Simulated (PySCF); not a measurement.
# AlSb+: bond curves at several levels of theory

The task here is to estimate one member of a computed series from the others.

Computed with PySCF 2.14.0. Level: Al def2-TZVPPD, Sb def2-TZVPPD with ECP28, scalar-relativistic core potentials.

Set-up of the first run:

A driver script around PySCF takes these settings:

```yaml
atoms: Al, Sb
charge: 1
basis: Al def2-TZVPPD, Sb def2-TZVPPD with ECP28
Hamiltonian: scalar-relativistic core potentials
basis_functions: 104
electrons_treated: 35
masses_in_u: 26.9815, 120.9038
levels: PBE0, PBE, r²SCAN, PBEsol, B2PLYP, M06, PW91, B97-3, HSE06, HF, MP2, SCS-MP2, CCSD, CCSD(T)
grid: 80 radial by 434 angular points
occupations: held fixed by the projection of orbital angular momentum
dissociation_limit: Al+ + Sb, each in its ground configuration
starting_distance_in_angstrom: 2.660
values_of_2S_to_try: 1, 3
```

The run is started by

```bash
$ OMP_NUM_THREADS=2 python dia.py task.json out
```

Among the steps run: Set-up; The PBE0 curve of the state that the search chose; Higher solutions at PBE0; PBE (GGA); r²SCAN (meta-GGA); PBEsol (GGA); B2PLYP (double hybrid); M06 (hybrid meta-GGA); PW91 (GGA); B97-3 (global hybrid GGA); HSE06; UHF (mean field); MP2 and coupled cluster.

One table of the session follows, with a row left open; its other results are not shown here.

It belongs to the step «Constants by level of theory». 

| level | Re (Å) | ωe (cm⁻¹) | De (eV) |
| --- | --- | --- | --- |
| UHF | 3.120 | 110.5 | 0.376 |
| UHF-MP2 | 2.885 | 148.5 | 0.63 |
| UHF-SCS-MP2 | 2.927 | 139.1 | 0.56 |
| UHF-CCSD | 2.925 | 145.0 | 0.60 |
| UHF-CCSD(T) | 2.879 | 157.1 | 0.67 |
| PBE | 2.795 | 193.2 | 1.09 |
| PBEsol | 2.757 | 205.8 | 1.19 |
| PW91 | 2.791 | 193.3 | 1.11 |
| r²SCAN | 2.760 | 204.1 | 1.07 |
| PBE0 | ? | ? | ? |
| B97-3 | 2.835 | 175.9 | 0.89 |
| M06 | 2.763 | 205.1 | 1.07 |
| HSE06 | 2.793 | 187.9 | 0.99 |
| B2PLYP | 2.848 | 164.7 | 0.76 |

Estimate the missing values for PBE0.

As computed: Re (Å): 2.798; ωe (cm⁻¹): 186.5; De (eV): 0.97. In the column «Re (Å)» it lies between PBE (2.795) and B97-3 (2.835).
